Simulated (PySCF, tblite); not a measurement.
**C4H13FGeSi: geometry, infrared bands and NMR shifts**

Aim: predict the infrared bands and NMR shifts of C4H13FGeSi (`[CH3][GeH2][Si@@H](F)C(C)C`).

Programs: tblite 0.8.0 and PySCF 2.14.0, with density-fitted response routines of our own. Each step states its level of theory. These are calculated values for one molecule in the gas phase, unless marked as measured. Atoms are numbered from 0 throughout.

**1. Starting geometry**

20 atoms, charge 0, multiplicity 1; geometry from: force field or distance geometry start.

Bonds of the start (Å): C0–Ge1 1.96, Ge1–Si2 2.26, Si2–F3 1.70, Si2–C4 1.86, C4–C5 1.52, C4–C6 1.50, C0–H7 1.12, C0–H8 1.11, C0–H9 1.11, Ge1–H10 1.55, Ge1–H11 1.55, Si2–H12 1.48, C4–H13 1.13, C5–H14 1.10, C5–H15 1.11, C5–H16 1.10, C6–H17 1.09, C6–H18 1.12, C6–H19 1.13.

**2. Geometry optimisation with GFN2-xTB**

What the job is given:

```
{"job": {"kind": "relax", "xc": "GFN2-xTB", "basis": "xTB"}, "charge": 0, "multiplicity": 1}
C      3.217300    -0.576800     0.285000
Ge     1.626100     0.358000     0.938000
Si     0.255200     0.746200    -0.821200
F      0.861600    -0.040200    -2.198000
C     -1.510900     0.220500    -0.563600
C     -1.691100    -1.285800    -0.618100
C     -2.160400     0.806200     0.648900
H      4.062600     0.155600     0.197100
H      3.563400    -1.363900     0.994600
H      3.006800    -1.013400    -0.714800
H      2.117300     1.727400     1.474200
H      0.995100    -0.453400     2.098000
H      0.197100     2.184400    -1.185500
H     -2.082000     0.610300    -1.452400
H     -1.172400    -1.792800     0.209700
H     -2.779300    -1.461400    -0.536400
H     -1.355000    -1.634400    -1.601800
H     -1.576800     1.581300     1.149500
H     -3.132100     1.264600     0.338900
H     -2.447700    -0.021500     1.354800
```

Launch:

```
$ OMP_NUM_THREADS=1 python probes_run.py task.json out
```

The driver reads the jobs from task.json and runs them one after another.

**Question.** This job is followed by: GFN2-xTB harmonic vibrations, gas phase; GIAO PBE0/pcSseg-1 NMR shielding, non-relativistic, gas phase. Predict these results of the whole session: strongest single infrared mode (GFN2-xTB); zero-point energy (GFN2-xTB); 13C shifts against TMS (PBE0/pcSseg-1); 1H shifts against TMS (PBE0/pcSseg-1, means over atoms taken as alike); 73Ge shifts against GeMe4 (PBE0/pcSseg-1); 29Si shifts against TMS (PBE0/pcSseg-1); 19F shifts against CFCl3 (PBE0/pcSseg-1); surface potential, 1st and 99th percentile.

As calculated:

| quantity | value |
| --- | --- |
| strongest single infrared mode (GFN2-xTB) | 1950 cm⁻¹, 572 km/mol |
| zero-point energy (GFN2-xTB) | 97.1 kcal/mol |
| 13C shifts against TMS (PBE0/pcSseg-1) | 20.5, 18.6, 15.8, -9.6 ppm |
| 1H shifts against TMS (PBE0/pcSseg-1, means over atoms taken as alike) | 5.68, 3.70, 3.42, 1.52, 1.29, 0.85, 0.42 ppm |
| 73Ge shifts against GeMe4 (PBE0/pcSseg-1) | -293 ppm |
| 29Si shifts against TMS (PBE0/pcSseg-1) | 34.6 ppm |
| 19F shifts against CFCl3 (PBE0/pcSseg-1) | -229.2 ppm |
| surface potential, 1st and 99th percentile | -1.13 V and 1.08 V |

The optimisation took 121 steps and gained 0.602 eV; among the close pairs (by a distance rule), Si2–F3 changed most, from 1.698 to 1.622 Å. The lowest mode is slightly imaginary (8i cm⁻¹), a soft motion within the noise of the Hessian, so the minimum is not strictly shown. The strongest single mode, at 1950 cm⁻¹, moves mainly H10. GFN2-xTB is a fitted tight-binding method: band positions and strengths are rough. Its intensities can rank the bands wrongly. At PBE0/pcSseg-1: The widest tensor belongs to Ge1: span 179 ppm, with a paramagnetic part of -1137 ppm. At PBE0/pcSseg-1, counted by nearest atom on the grid, the HOMO lies on Si2 21 %; C4 21 %, the LUMO on Si2 24 %; Ge1 12 %. Spin-orbit coupling is left out, which matters for shieldings and couplings at and beside the heavy atoms.
